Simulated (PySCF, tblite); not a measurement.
**C2H5Cl2NSi2: geometry, infrared bands and NMR shifts**

Aim: predict the infrared bands and NMR shifts of C2H5Cl2NSi2 (`N#C[SiH2][SiH2]C(Cl)Cl`).

Computed with tblite 0.8.0 and PySCF 2.14.0, with density-fitted response routines of our own, on a single molecule in the gas phase. Atoms count from 0, in the outputs and in this text.

### Step 1. The molecule as given

12 atoms, charge 0, multiplicity 1; geometry from: force field or distance geometry start.

Bonds of the start (Å): N0–C1 1.18, C1–Si2 1.84, Si2–Si3 2.26, Si3–C4 1.88, C4–Cl5 1.77, C4–Cl6 1.79, Si2–H7 1.44, Si2–H8 1.47, Si3–H9 1.45, Si3–H10 1.48, C4–H11 1.10.

### Step 2. Relaxing the molecule with GFN2-xTB

Job settings and geometry (Å):

```
{"job": {"kind": "relax", "xc": "GFN2-xTB", "basis": "xTB"}, "charge": 0, "multiplicity": 1}
N      2.836200     2.014500     0.547900
C      2.247800     1.001800     0.413100
Si     1.340200    -0.583100     0.217300
Si    -0.509900    -0.239200    -1.030400
C     -1.885800     0.117500     0.207400
Cl    -1.983600    -1.231200     1.350300
Cl    -1.286800     1.523200     1.141000
H      2.227300    -1.494300    -0.453500
H      0.968600    -1.136700     1.528400
H     -0.815100    -1.338200    -1.918000
H     -0.299500     1.042200    -1.735800
H     -2.838200     0.322700    -0.293800
```

On the command line:

```console
OMP_NUM_THREADS=1 python probes_run.py task.json out
```

This one command runs all jobs of the session in turn.

**Question.** This job is followed by: GFN2-xTB harmonic vibrations, gas phase; GIAO PBE0/pcSseg-1 NMR shielding, non-relativistic, gas phase. What will the session give for the following? strongest single infrared mode (GFN2-xTB); zero-point energy (GFN2-xTB); 13C shifts against TMS (PBE0/pcSseg-1); 1H shifts against TMS (PBE0/pcSseg-1, means over atoms taken as alike); 15N shifts against NH3 (PBE0/pcSseg-1); 29Si shifts against TMS (PBE0/pcSseg-1); 35Cl shifts against HCl (PBE0/pcSseg-1, means over atoms taken as alike); surface potential, 1st and 99th percentile.

**Answer**, as computed:

| quantity | value |
| --- | --- |
| strongest single infrared mode (GFN2-xTB) | 661 cm⁻¹, 533 km/mol |
| zero-point energy (GFN2-xTB) | 37.0 kcal/mol |
| 13C shifts against TMS (PBE0/pcSseg-1) | 121.2, 72.5 ppm |
| 1H shifts against TMS (PBE0/pcSseg-1, means over atoms taken as alike) | 5.97, 4.53, 4.51 ppm |
| 15N shifts against NH3 (PBE0/pcSseg-1) | 371.8 ppm |
| 29Si shifts against TMS (PBE0/pcSseg-1) | -48.6, -104.7 ppm |
| 35Cl shifts against HCl (PBE0/pcSseg-1, means over atoms taken as alike) | 243 ppm |
| surface potential, 1st and 99th percentile | -1.69 V and 1.94 V |

What this shows: Over 51 steps the energy fell by 0.353 eV; of the close pairs, Si2–Si3 changed most, 2.258 to 2.322 Å. The lowest mode is slightly imaginary (4i cm⁻¹), a soft motion within the noise of the Hessian, so the minimum is not strictly shown. The strongest single mode, at 661 cm⁻¹, is spread over many atoms; the largest shares are those of H7, Si2. GFN2-xTB is a fitted tight-binding method: band positions and strengths are rough. Its intensities can rank the bands wrongly. C4 stands next to heavy halogen, whose spin-orbit shielding this run leaves out, so the computed shift lies too far downfield, most of all for carbon beside Br or I. C1 (nitrile carbon) lies farthest downfield among carbon, at 121.2 ppm; C≡N carbons fall here, among the sp2 signals but without a proton. The most deshielded hydrogen is H11 (hydrogen on an sp3 CH bonded to 2 Cl and Si), at 5.97 ppm: its carbon carries Cl, hence the downfield position. By nearest atom (PBE0/pcSseg-1), the HOMO sits on Cl5, Cl6 about 32 % each; C4 15 % and the LUMO on Si3 19 %; Si2 14 %.
